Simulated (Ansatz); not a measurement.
# K3Sr: a short molecular-dynamics run

Aim: set K3Sr (a randomly packed cell, 4 atoms, not relaxed) in motion for 60 steps of 1 fs at constant energy, with velocities drawn for 300 K, and see how temperature, energy and positions respond.

All numbers below are computed with Ansatz 0.2.0 (DFT PBE, plane waves, PAW, scalar-relativistic, no spin polarisation).

### Step 1. The system as given

The cell holds 4 atoms (K3Sr): a = 5.864 Å, b = 5.688 Å, c = 4.550 Å, α = 81.34°, β = 80.72°, γ = 91.62°.

As a file:

```
CELL_PARAMETERS angstrom
5.82951 0.30478 0.55871
-0.38758 5.63022 -0.71198
0.25378 1.26153 4.36406
ATOMIC_POSITIONS crystal
K 0.83096 0.75905 0.06159
K 0.32340 0.92791 0.56691
K 0.31571 0.46780 0.14040
Sr 0.81379 0.24591 0.55422
```

### Step 2. The run

Contents of input.yaml:

```yaml
crystal:
  lattice:
    - [5.829505, 0.30478, 0.558715]
    - [-0.38758, 5.630223, -0.711976]
    - [0.253785, 1.261527, 4.364064]
  atoms:
    - { symbol: K, position: [0.830961, 0.759054, 0.061594] }
    - { symbol: K, position: [0.323398, 0.92791, 0.566908] }
    - { symbol: K, position: [0.315714, 0.4678, 0.140398] }
    - { symbol: Sr, position: [0.813787, 0.245907, 0.554218] }
kpoints:
  mp_grid: { grid: [3, 3, 3] }
magnetization:
  spin_polarized: false
scf:
  occupations: { method: gaussian, width: 0.1 }
hamiltonian:
  pseudopotentials: { kind: paw }
  xc: pbe
basis:
  ecutwfc: 420
md:
  timestep: 1.0
  n_steps: 60
  ensemble: nve
  temperature: 300.0
  initial_velocities: maxwell_boltzmann
  seed: 303274
```

Command:

```bash
$ ansatz run input.yaml --threads 2 --pin off --max-ram 2560MiB --backend cpu --events-out ev --progress --plain --runs-dir out
```

Standard output, shortened:

```text
Warning: md: disabling space-group detection — thermal motion breaks the input geometry's symmetry, so no spatial operation reduces the k-mesh or symmetrises the density; time reversal is kept, so that k and −k are solved as one point where they differ and the mesh holds both, and exact [...]
Warning: RAYON_NUM_THREADS=2 ignored (pool sized by the plan → 2); use --threads N
[...]
Pseudopotentials: kind: paw
Pseudopotential: K, paw, valence charge 9, recommended cutoff 420 eV (normal), K.paw.azcp
Pseudopotential: Sr, paw, valence charge 10, recommended cutoff 420 eV (normal), Sr.paw.azcp
Functional definition: PBE
[...]
Crystal: 4 atoms, lattice volume = 147.860 Å³
Basis set: ecut = 420 eV, 2907 PW (Γ), exchange–correlation on 80×80×64 points (8 copies of the dense FFT grid, shifted against one another)
Bands: 23, of which v1, the nominal top of the filled ones, is band 19 counted from 1 (18 counted from 0)
Symmetry: 1 space group operations
k-points: 14 of 27 (time reversal used)
[...]
SCF iter   1: F=—  HF=-8154.234859 eV  |F-HF|=—  |Δ(HF+E_count)|=         —  Δρ=2.22e-3  dr2=1.42e-2  ethr=1.77e-3  ⟨swp⟩=7.5  Hψ=1695  notcnv=0
[...]
md step     0: t =     0.00 fs  T =   300.0 K  F+E_penalty+E_count = -8154.23273020 eV  E_kin = 0.116334 eV  conserved = -8154.11639620 eV  (9 SCF iters)
[...]
md step     6: t =     6.00 fs  T =   272.0 K  F+E_penalty+E_count = -8154.22186565 eV  E_kin = 0.105469 eV  conserved = -8154.11639627 eV  (2 SCF iters)
md step     7: t =     7.00 fs  T =   267.8 K  F+E_penalty+E_count = -8154.22024978 eV  E_kin = 0.103854 eV  conserved = -8154.11639624 eV  (2 SCF iters)
```

### Step 3. The output, continued

Output, continued, shortened:

```text
md step     8: t =     8.00 fs  T =   263.8 K  F+E_penalty+E_count = -8154.21869023 eV  E_kin = 0.102294 eV  conserved = -8154.11639621 eV  (2 SCF iters)
[...]
md step    21: t =    21.00 fs  T =   225.8 K  F+E_penalty+E_count = -8154.20396368 eV  E_kin = 0.087569 eV  conserved = -8154.11639501 eV  (3 SCF iters)
[...]
md step    34: t =    34.00 fs  T =   221.0 K  F+E_penalty+E_count = -8154.20209896 eV  E_kin = 0.085706 eV  conserved = -8154.11639320 eV  (2 SCF iters)
[...]
md step    47: t =    47.00 fs  T =   260.8 K  F+E_penalty+E_count = -8154.21752831 eV  E_kin = 0.101136 eV  conserved = -8154.11639243 eV  (2 SCF iters)
[...]
md step    59: t =    59.00 fs  T =   341.1 K  F+E_penalty+E_count = -8154.24868071 eV  E_kin = 0.132287 eV  conserved = -8154.11639398 eV  (2 SCF iters)
[...]
md step    60: t =    60.00 fs  T =   349.5 K  F+E_penalty+E_count = -8154.25193822 eV  E_kin = 0.135544 eV  conserved = -8154.11639423 eV  (5 SCF iters)
SCF converged after 5 iterations
Free energy (F): -8154.251938 eV
[...]
E sigma→0 (E₀):  -8154.237469 eV
Entropy (-TS):   -0.028938 eV (-7.234 meV/atom)
Fermi energy:    6.452556 eV
[...]
--- Forces (eV/Å), atoms counted from 1 ---
  atom   1  K      0.21364857     0.33847402    -0.13245225
  atom   2  K     -0.09889384    -0.21977323    -0.00867446
  atom   3  K     -0.26120573    -0.35296474    -0.27917166
  atom   4  Sr     0.14645266     0.23426426     0.42029928
[...]
--- MD trajectory: 60 steps, t = 0.0 → 60.0 fs ---
  final state: T = 349.5 K   F+E_penalty+E_count = -8154.25193822 eV   E_kin = 0.135544 eV
  conserved energy: peak-to-peak 3.901e-6 eV (9.754e-7 eV/atom) over 60.0 fs
```

It took 53 s on 2 threads of Arm Neoverse V2, shared host; peak memory 0.36 GiB.

### Step 4. The trajectory

The trajectory, every 5 steps (energies from step 0); msd is the mean square displacement from the start, the centre of mass held:

```csv
time (fs),T (K),potential energy change (meV/atom),total energy change (meV/atom),msd K (Å²),msd Sr (Å²)
0.0,300,0.0,0.00,0.000,0.000
5.0,276,2.3,0.00,0.000,0.000
10.0,256,4.2,0.00,0.002,0.000
15.0,240,5.8,0.00,0.004,0.000
20.0,228,7.0,0.00,0.006,0.001
25.0,220,7.7,0.00,0.009,0.001
30.0,218,7.9,0.00,0.012,0.001
35.0,222,7.5,0.00,0.016,0.002
40.0,233,6.5,0.00,0.020,0.003
45.0,251,4.7,0.00,0.024,0.004
50.0,277,2.2,0.00,0.029,0.005
55.0,310,-1.0,0.00,0.033,0.007
60.0,350,-4.8,0.00,0.038,0.010
```

time (fs), T (K) and a bar:
```
      0.0        300 ###################
      3.0        285 ###############
      5.0        276 #############
      8.0        264 ##########
     10.0        256 #########
     13.0        246 ######
     16.0        237 ####
     18.0        232 ###
     21.0        226 ##
     23.0        223 #
     26.0        219 
     29.0        218 
     31.0        219 
     34.0        221 #
     37.0        226 ##
     39.0        231 ###
     42.0        240 #####
     44.0        247 #######
     47.0        261 ##########
     50.0        277 #############
     52.0        289 ################
     55.0        310 #####################
     57.0        325 ########################
     60.0        350 ##############################
```

### Step 5. Positions and forces

Extended XYZ, with forces in eV/Å:

```xyz
4
Lattice="5.830 0.305 0.559 -0.388 5.630 -0.712 0.254 1.262 4.364" Properties=species:S:1:pos:R:3:forces:R:3 pbc="T T T" time_fs=8.0 T=264 dE=0.0140
K     4.562    4.578    0.213    0.000    0.150   -0.082
K     1.665    6.057    1.973   -0.080   -0.269    0.031
K     1.716    2.934    0.457    0.206   -0.254   -0.419
Sr    4.783    2.323    2.698   -0.126    0.373    0.470
4
Lattice="5.830 0.305 0.559 -0.388 5.630 -0.712 0.254 1.262 4.364" Properties=species:S:1:pos:R:3:forces:R:3 pbc="T T T" time_fs=15.0 T=240 dE=0.0233
K     4.559    4.557    0.231    0.037    0.194   -0.129
K     1.660    6.070    1.954   -0.104   -0.271    0.046
K     1.738    2.955    0.453    0.138   -0.266   -0.418
Sr    4.777    2.317    2.700   -0.070    0.343    0.501
4
Lattice="5.830 0.305 0.559 -0.388 5.630 -0.712 0.254 1.262 4.364" Properties=species:S:1:pos:R:3:forces:R:3 pbc="T T T" time_fs=22.0 T=224 dE=0.0294
K     4.557    4.538    0.246    0.076    0.236   -0.165
K     1.653    6.079    1.936   -0.124   -0.271    0.054
K     1.761    2.972    0.444    0.064   -0.281   -0.411
Sr    4.771    2.314    2.705   -0.017    0.316    0.522
4
Lattice="5.830 0.305 0.559 -0.388 5.630 -0.712 0.254 1.262 4.364" Properties=species:S:1:pos:R:3:forces:R:3 pbc="T T T" time_fs=30.0 T=218 dE=0.0317
K     4.555    4.520    0.262    0.120    0.277   -0.191
K     1.644    6.086    1.917   -0.139   -0.266    0.055
K     1.789    2.987    0.427   -0.020   -0.299   -0.397
Sr    4.763    2.312    2.715    0.039    0.288    0.532
4
Lattice="5.830 0.305 0.559 -0.388 5.630 -0.712 0.254 1.262 4.364" Properties=species:S:1:pos:R:3:forces:R:3 pbc="T T T" time_fs=38.0 T=228 dE=0.0279
K     4.555    4.507    0.274    0.160    0.310   -0.200
K     1.633    6.089    1.898   -0.145   -0.258    0.048
K     1.816    2.998    0.405   -0.100   -0.318   -0.375
Sr    4.756    2.312    2.728    0.085    0.266    0.526
4
Lattice="5.830 0.305 0.559 -0.388 5.630 -0.712 0.254 1.262 4.364" Properties=species:S:1:pos:R:3:forces:R:3 pbc="T T T" time_fs=45.0 T=251 dE=0.0188
K     4.558    4.499    0.283    0.188    0.330   -0.192
K     1.621    6.088    1.882   -0.140   -0.248    0.036
K     1.839    3.004    0.380   -0.163   -0.333   -0.351
Sr    4.750    2.313    2.742    0.115    0.251    0.507
4
Lattice="5.830 0.305 0.559 -0.388 5.630 -0.712 0.254 1.262 4.364" Properties=species:S:1:pos:R:3:forces:R:3 pbc="T T T" time_fs=52.0 T=289 dE=0.0041
K     4.562    4.495    0.289    0.207    0.340   -0.171
K     1.608    6.085    1.867   -0.126   -0.236    0.018
K     1.859    3.005    0.351   -0.215   -0.345   -0.321
Sr    4.745    2.316    2.759    0.135    0.241    0.474
4
Lattice="5.830 0.305 0.559 -0.388 5.630 -0.712 0.254 1.262 4.364" Properties=species:S:1:pos:R:3:forces:R:3 pbc="T T T" time_fs=60.0 T=350 dE=-0.0192
K     4.570    4.496    0.293    0.214    0.338   -0.132
K     1.591    6.077    1.849   -0.099   -0.220   -0.009
K     1.880    3.001    0.313   -0.261   -0.353   -0.279
Sr    4.740    2.321    2.782    0.146    0.234    0.420
```

### Step 6. What came out

| quantity | value |
| --- | --- |
| length | 60 steps of 1 fs |
| temperature, first and last step | 300 and 350 K |
| temperature, second half | mean 263 K, from 218 to 350 K |
| potential energy, second half | +4 meV/atom from the start |
| largest change of the total energy | 0.00 meV/atom |
| mean square displacement, second half | K 0.025, Sr 0.004 Å² |

The temperature starts at 300 K and averages 263 K in the second half, where it still rises, from 218 to 350 K. The total energy strays from its start by at most 0.00 meV/atom, under 0.1 % of the mean kinetic energy, which is good for a step of 1 fs. Over the second half K atoms stand 0.2 Å (root mean square) from where they began, and the farthest move is 0.3 Å. Averages from a run of 60 fs with 4 atoms are rough. The k-mesh is coarse.
